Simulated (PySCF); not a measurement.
**SnHF3: geometry, NMR shifts and electronic excitations**

Wanted: the NMR shifts and electronic excitations of SnHF3 (`[H][Sn]([F])([F])[F]`), by calculation.

Computed with PySCF 2.14.0, with density-fitted response routines of our own, on a single molecule in the gas phase. Atoms count from 0, in the outputs and in this text.

## Step 1: The starting structure

5 atoms, charge 0, multiplicity 1; geometry from: GFN2-xTB.

Bonds of the start (Å): Sn0–H1 1.67, Sn0–F2 1.91, Sn0–F3 1.91, Sn0–F4 1.91.

## Step 2: Geometry optimisation at PBE0-D3(BJ)/def2-SVP

Job settings and geometry (Å):

```
{"job": {"xc": "PBE0", "basis": "def2-SVP", "d3": "d3bj", "grid": 1, "maxiter": 40, "kind": "geom"}, "charge": 0, "multiplicity": 1}
Sn     0.001160    -0.001910     0.158480
H      0.011060    -0.016900     1.830520
F      1.723270     0.009710    -0.674170
F     -0.872260     1.500970    -0.641300
F     -0.863220    -1.491870    -0.673520
```

The program printed:

```text
step   0  E = -513.96899385  max force = 0.010560
step   1  E = -513.96944310  max force = 0.002245
step   2  E = -513.96953452  max force = 0.000451
step   3  E = -513.96954655  max force = 0.000291
optimisation converged
```

Wall time 8.5 s (1 thread, shared host).

Along the way:

```tsv
step	energy from step 0 (eV)	largest force component (eV/Å)
0	0.0000	0.5430
1	-0.0122	0.1154
2	-0.0147	0.0232
3	-0.0150	0.0150
```

Close pairs (by a distance rule), those that changed most:

```tsv
bond	before (Å)	after (Å)	change (Å)
Sn0–H1	1.672	1.691	+0.019
Sn0–F4	1.913	1.916	+0.003
Sn0–F2	1.913	1.915	+0.002
Sn0–F3	1.913	1.916	+0.002
```

The final coordinates are the input of the step that follows.

```tsv
at the end point	value
point group (found at 0.08 Å tolerance)	C3v
rotational constants (GHz, main isotopes)	4.430, 4.422, 2.870
dipole moment (D)	3.37
```

## Step 3: NMR shieldings: PBE0/def2-TZVP+pcSseg-1

Job settings and geometry (Å):

```
{"job": {"kind": "nmr", "xc": "PBE0", "basis": {"default": "pcSseg-1", "Sn": "def2-TZVP"}}, "charge": 0, "multiplicity": 1}
Sn    -0.003693    -0.000461     0.118506
H     -0.023506    -0.012253     1.809397
F      1.765407     0.005101    -0.615097
F     -0.869513     1.526896    -0.647568
F     -0.868685    -1.519282    -0.665228
```

With the program's defaults for keys left out, this is: GIAO PBE0/pcSseg-1 Sn:def2-TZVP NMR shielding, scalar relativity only through core potentials, gas phase.

The program printed:

```text
coarse grid: 26400 points
cycle   1  E = -513.3951021486  dE = -3.613e+01  |g| = 2.240e+00  |ddm| = 3.140e+01
cycle   2  E = -513.5288399584  dE = -1.337e-01  |g| = 2.344e+00  |ddm| = 6.040e+00
cycle   3  E = -514.2195538240  dE = -6.907e-01  |g| = 1.342e-01  |ddm| = 2.045e+00
cycle   4  E = -514.2184312637  dE =  1.123e-03  |g| = 1.603e-01  |ddm| = 1.528e-01
cycle   5  E = -514.2221670758  dE = -3.736e-03  |g| = 1.059e-02  |ddm| = 9.113e-02
cycle   6  E = -514.2221867832  dE = -1.971e-05  |g| = 1.130e-03  |ddm| = 1.155e-02
cycle   7  E = -514.2221869632  dE = -1.800e-07  |g| = 3.242e-04  |ddm| = 1.350e-03
final grid: 54232 points
cycle   8  E = -514.2221445726  dE = -4.113e-07  |g| = 3.868e-04  |ddm| = 1.096e-03
cycle   9  E = -514.2221445384  dE =  3.425e-08  |g| = 6.236e-04  |ddm| = 6.211e-04
cycle  10  E = -514.2221445961  dE = -5.768e-08  |g| = 3.511e-05  |ddm| = 3.716e-04
cycle  11  E = -514.2221445962  dE = -1.546e-10  |g| = 1.594e-05  |ddm| = 3.743e-05
converged SCF energy = -514.2221445962

GIAO shielding tensors (ppm)
atom      isotropic    diamagn.    paramagn.     s11        s22        s33       span
  0 Sn         nan         nan         nan        nan        nan        nan        nan
  1 H       24.630      24.999      -0.370     17.459     17.470     38.960     21.501
  2 F      331.801     472.813    -141.011    253.442    309.466    432.496    179.055
  3 F      331.965     472.788    -140.822    253.376    309.824    432.696    179.321
  4 F      331.904     472.792    -140.888    253.341    309.722    432.651    179.310
```

Run time: 4.4 s. Hardware: 1 thread, shared host.

The references, computed at this level on geometries of the same kind, shield at (ppm): ¹H TMS 31.27, ¹⁹F CFCl3 177.2. Their shielding less the atom's gives the shift. The references are single molecules in the gas phase, so shifts against H2O, NH3, PH3, H3PO4 or CFCl3 are not on the usual liquid scales and can be off by tens of ppm. Atoms listed in one row are averaged.

```tsv
atoms	environment	σ (ppm)	δ (ppm)
H1	hydrogen on a Sn bonded to 3 F	24.63	6.64
F2, F3, F4	fluorine bonded to Sn	331.9	-154.6
```

Atoms past Kr carry core potentials, so their printed shieldings have no meaning and are left out of the table.

Charges from the same density, by scheme (e):

```tsv
atoms	Mulliken	ESP fit
Sn0	1.29	1.12
F2, F3, F4	-0.44	-0.36
```

Mayer bond orders: Sn0–F2 0.90, Sn0–F3 0.90, Sn0–F4 0.90.

With diffuse functions Mulliken charges and Mayer bond orders lose their meaning; the other schemes are steadier.

## Step 4: Ultraviolet spectrum: wB97X-D/def2-SVPD

Job settings and geometry (Å):

```
{"job": {"kind": "uv", "xc": "wB97X-D", "basis": "def2-SVPD", "ip": true, "nstates": 10}, "charge": 0, "multiplicity": 1}
Sn    -0.003693    -0.000461     0.118506
H     -0.023506    -0.012253     1.809397
F      1.765407     0.005101    -0.615097
F     -0.869513     1.526896    -0.647568
F     -0.868685    -1.519282    -0.665228
```

Method: TDDFT wB97X-D/def2-SVPD, vertical, gas phase, core orbitals frozen in the response.

The program printed:

```text
coarse grid: 26400 points
cycle   1  E = -513.6292961307  dE = -2.309e+01  |g| = 1.937e+00  |ddm| = 8.144e+00
cycle   2  E = -514.1140659187  dE = -4.848e-01  |g| = 1.077e+00  |ddm| = 5.981e+00
cycle   3  E = -514.2741573345  dE = -1.601e-01  |g| = 4.334e-02  |ddm| = 1.360e+00
cycle   4  E = -514.2745221964  dE = -3.649e-04  |g| = 4.314e-02  |ddm| = 1.095e-01
cycle   5  E = -514.2748213439  dE = -2.991e-04  |g| = 5.409e-03  |ddm| = 3.060e-02
cycle   6  E = -514.2748345515  dE = -1.321e-05  |g| = 7.305e-04  |ddm| = 1.635e-02
cycle   7  E = -514.2748349464  dE = -3.949e-07  |g| = 2.093e-04  |ddm| = 3.201e-03
final grid: 54232 points
cycle   8  E = -514.2717187156  dE = -6.018e-06  |g| = 1.301e-03  |ddm| = 5.411e-03
cycle   9  E = -514.2717186897  dE =  2.588e-08  |g| = 1.362e-03  |ddm| = 2.409e-03
cycle  10  E = -514.2717189701  dE = -2.804e-07  |g| = 1.877e-04  |ddm| = 1.016e-03
cycle  11  E = -514.2717189755  dE = -5.429e-09  |g| = 2.238e-05  |ddm| = 1.723e-04
cycle  12  E = -514.2717189757  dE = -1.889e-10  |g| = 1.072e-05  |ddm| = 5.004e-05
converged SCF energy = -514.2717189757

Static polarisability (au): isotropic 34.707, principal 34.168 34.201 35.750

Singlet excitations
state   eV       nm        f      main configurations
  1   7.6546    162.0   0.00000   H-1->L 0.94
  2   7.7899    159.2   0.18104   H->L 0.83, H-6->L 0.11
  3   7.8016    158.9   0.00900   H-3->L 0.64, H-5->L 0.22
  4   7.8036    158.9   0.01091   H-2->L 0.65, H-4->L 0.20
  5   8.0036    154.9   0.04262   H-4->L 0.65, H-2->L 0.20
  6   8.0092    154.8   0.04309   H-5->L 0.63, H-3->L 0.22
  7   9.3698    132.3   0.08344   H-6->L 0.51, H-2->L+1 0.15, H-3->L+2 0.13
  8   9.3860    132.1   0.10210   H->L+1 0.74, H->L+2 0.08
  9   9.3878    132.1   0.10027   H->L+2 0.80
 10   9.4230    131.6   0.04046   H-7->L 0.54, H-1->L+2 0.16, H-8->L 0.10

Triplet excitations (Tamm-Dancoff, eV): 6.4733 7.2613 7.2798 7.2807
Vertical ionisation energy (delta-SCF) = 13.8037 eV
Vertical electron affinity (delta-SCF) = 0.3089 eV
```

Wall time 34 s (1 thread, shared host).

The orbitals next to the gap, with their largest atomic shares:

```tsv
orbital	eV	atoms
HOMO−3	-13.73	F3 41 %, F4 40 %, F2 16 %
HOMO−2	-13.72	F2 48 %, F4 25 %, F3 24 %
HOMO−1	-13.67	F2 36 %, F4 32 %, F3 32 %
HOMO	-13.13	H1 22 %, F2 20 %, Sn0 19 %
LUMO	-0.75	Sn0 36 %, H1 26 %, F3 13 %
LUMO+1	0.98	Sn0 54 %, H1 20 %, F2 10 %
LUMO+2	0.99	Sn0 54 %, H1 20 %, F4 9 %
```

With each of the 10 states as a Gaussian band of 0.4 eV half-width at 1/e, the curve within the window shown has maxima at 158 nm (ε 11,000), 133 nm (ε 13,000) L/(mol cm). Beyond the last state computed it falls off for lack of states. The curve at chosen wavelengths:

| nm | ε (L/mol/cm) |
| --- | --- |
| 128 | 6527 |
| 130 | 10636 |
| 132 | 13058 |
| 134 | 12380 |
| 136 | 9270 |
| 138 | 5601 |
| 140 | 2805 |
| 141 | 1887 |
| 143 | 913 |
| 145 | 840 |
| 147 | 1500 |
| 149 | 2859 |
| 151 | 4837 |
| 153 | 7142 |
| 155 | 9261 |
| 157 | 10634 |
| 159 | 10892 |
| 161 | 10019 |
| 163 | 8328 |
| 164 | 7324 |
| 166 | 5287 |
| 168 | 3499 |
| 170 | 2134 |
| 172 | 1206 |
| 174 | 634 |
| 176 | 312 |

Ground-state properties from the same run:

```tsv
property	computed
dipole moment (D)	3.56
polarisability (Å³)	5.14
HOMO–LUMO gap (eV)	12.38
−ε(HOMO) (eV)	13.13
```

## Step 5: Nuclear shieldings: wB97X-D/def2-TZVP+pcSseg-1

Job settings and geometry (Å):

```
{"job": {"kind": "nmr", "xc": "wB97X-D", "basis": {"default": "pcSseg-1", "Sn": "def2-TZVP"}, "pop": false}, "charge": 0, "multiplicity": 1}
Sn    -0.003693    -0.000461     0.118506
H     -0.023506    -0.012253     1.809397
F      1.765407     0.005101    -0.615097
F     -0.869513     1.526896    -0.647568
F     -0.868685    -1.519282    -0.665228
```

Level: GIAO wB97X-D/pcSseg-1 Sn:def2-TZVP NMR shielding, scalar relativity only through core potentials, gas phase.

The program printed:

```text
coarse grid: 26400 points
cycle   1  E = -513.8332300108  dE = -3.651e+01  |g| = 2.038e+00  |ddm| = 3.152e+01
cycle   2  E = -514.1680978001  dE = -3.349e-01  |g| = 1.669e+00  |ddm| = 4.790e+00
cycle   3  E = -514.4913794545  dE = -3.233e-01  |g| = 5.997e-02  |ddm| = 1.384e+00
cycle   4  E = -514.4919556243  dE = -5.762e-04  |g| = 4.682e-02  |ddm| = 8.006e-02
cycle   5  E = -514.4922673504  dE = -3.117e-04  |g| = 8.192e-03  |ddm| = 3.345e-02
cycle   6  E = -514.4922866397  dE = -1.929e-05  |g| = 1.773e-03  |ddm| = 1.341e-02
cycle   7  E = -514.4922879919  dE = -1.352e-06  |g| = 3.824e-04  |ddm| = 3.965e-03
final grid: 54232 points
cycle   8  E = -514.4891809858  dE = -1.032e-05  |g| = 1.937e-03  |ddm| = 1.667e-02
cycle   9  E = -514.4891809709  dE =  1.484e-08  |g| = 1.938e-03  |ddm| = 3.299e-03
cycle  10  E = -514.4891814532  dE = -4.823e-07  |g| = 3.062e-04  |ddm| = 1.462e-03
cycle  11  E = -514.4891814658  dE = -1.255e-08  |g| = 3.539e-05  |ddm| = 1.796e-04
cycle  12  E = -514.4891814661  dE = -3.605e-10  |g| = 7.187e-06  |ddm| = 4.942e-05
converged SCF energy = -514.4891814661

GIAO shielding tensors (ppm)
atom      isotropic    diamagn.    paramagn.     s11        s22        s33       span
  0 Sn         nan         nan         nan        nan        nan        nan        nan
  1 H       24.795      25.166      -0.371     17.637     17.649     39.098     21.461
  2 F      339.839     473.101    -133.262    264.540    320.676    434.300    169.760
  3 F      340.004     473.074    -133.070    264.501    321.016    434.494    169.993
  4 F      339.936     473.078    -133.142    264.454    320.903    434.452    169.998
```

Run time: 5.7 s. Hardware: 1 thread, shared host.

This run: δ F2 -152.8, H1 6.58 ppm (means over like atoms).

## Step 6: Run by run: NMR shifts

Shifts (ppm), means over like atoms, with basis size and wall time:

```tsv
run	H1	F2	functions	time
PBE0/def2-TZVP+pcSseg-1	6.64	-154.6	106	4.4 s
wB97X-D/def2-TZVP+pcSseg-1	6.58	-152.8	106	5.7 s
```

## Step 7: Results

```
                                                                           quantity                        value
                                                                        point group                          C3v
                                               rotational constants (main isotopes)         4.43, 4.42, 2.87 GHz
                                    ¹H shifts against TMS (PBE0/def2-TZVP+pcSseg-1)                     6.64 ppm
¹⁹F shifts against CFCl3 (PBE0/def2-TZVP+pcSseg-1, means over atoms taken as alike)                   -154.6 ppm
                                                 lowest singlet (wB97X-D/def2-SVPD)  7.65 eV (162 nm), f = 0.000
                                           brightest single state of those computed  state 2, 7.79 eV, f = 0.181
                                                                     lowest triplet                      6.47 eV
                                                  vertical ionisation energy (ΔSCF)                     13.80 eV
                                                  vertical electron affinity (ΔSCF)                      0.31 eV
                                                           range of the shift of F2         -154.6 to -152.8 ppm
```

The optimisation took 3 steps and gained 0.015 eV; among the close pairs (by a distance rule), Sn0–H1 changed most, from 1.672 to 1.691 Å. No frequency check was run at this level, so the end point may be a saddle. At PBE0/def2-TZVP+pcSseg-1: The widest tensor belongs to F2, F3, F4: span 179 ppm, with a paramagnetic part of -141 ppm. The first singlet state (HOMO−1→LUMO 0.94) lies at 7.65 eV and is dark; of the 10 states computed, the strongest absorption comes from states 7 to 9 together at 9.39 eV. The lowest triplet lies 1.18 eV below the lowest singlet (triplets in Tamm-Dancoff, singlets in full TDDFT). Spin-orbit coupling, left out, mixes singlets and triplets in elements this heavy. The orbital energy would give 13.13 eV for ionisation, ΔSCF gives 13.80 eV. In ppm, F2 (with its like atoms) moves most: its shift spreads over 1.9 ppm, from -154.6 (PBE0/def2-TZVP+pcSseg-1) to -152.8 (wB97X-D/def2-TZVP+pcSseg-1). Spin-orbit coupling is left out, which matters for shieldings and couplings at and beside the heavy atoms.
